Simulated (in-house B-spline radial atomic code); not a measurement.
# Cl³⁺: ionisation energy by several methods

One table from this session's results is given with a row withheld; the runs are named, their logs left out.

Program: in-house B-spline radial atomic code version 1. Level of theory: Dirac-Coulomb, several functionals; spherical all-electron atom at the radial basis limit. These are calculated values, not measurements, unless marked.

### The system

| Quantity | Value |
| --- | --- |
| element | chlorine (Z = 17) |
| charge | +3 |
| electrons | 14 |
| configuration | [Ne] 3s2 3p2 |
| nucleus | Fermi, rms radius 3.365 fm |

The outer shells:

[Ne] 3s2 3p2
```
[Ne] core
3s [↑↓]
3p [↑ ][↑ ][  ]
```

The boxes only draw the filling; these runs are spin-restricted and spherical.

Set-up of the first run:

Settings, as recorded:

```ini
Z = 17
electrons = 14.0
configuration = [Ne] 3s2 3p2
hamiltonian = dirac
method = am05
spin_polarised = False
nucleus = fermi
rms_radius = 3.3654
mass_number = 35
atomic_mass = 34.968852694
speed_of_light = 137.035999084
```

Among the steps run: AM05, a GGA; RPBE, a GGA; BLYP, a GGA; PW91, a GGA; PBEsol, a GGA; exchange-only LDA.

One table of the session follows, with a row left open; its other results are not shown here.

| method | ΔSCF (eV) | with Breit, QED, recoil (eV) |
| --- | --- | --- |
| exchange-only LDA | 50.846 | 50.839 |
| AM05 | 52.184 | 52.176 |
| RPBE | ? | ? |
| BLYP | 52.149 | 52.141 |
| PW91 | 52.340 | 52.333 |
| PBEsol | 52.195 | 52.187 |

**Question.** Estimate the row for RPBE.

As computed: ΔSCF (eV): 52.205; with Breit, QED, recoil (eV): 52.198. In the column «ΔSCF (eV)» it lies between PBEsol (52.195) and PW91 (52.340).
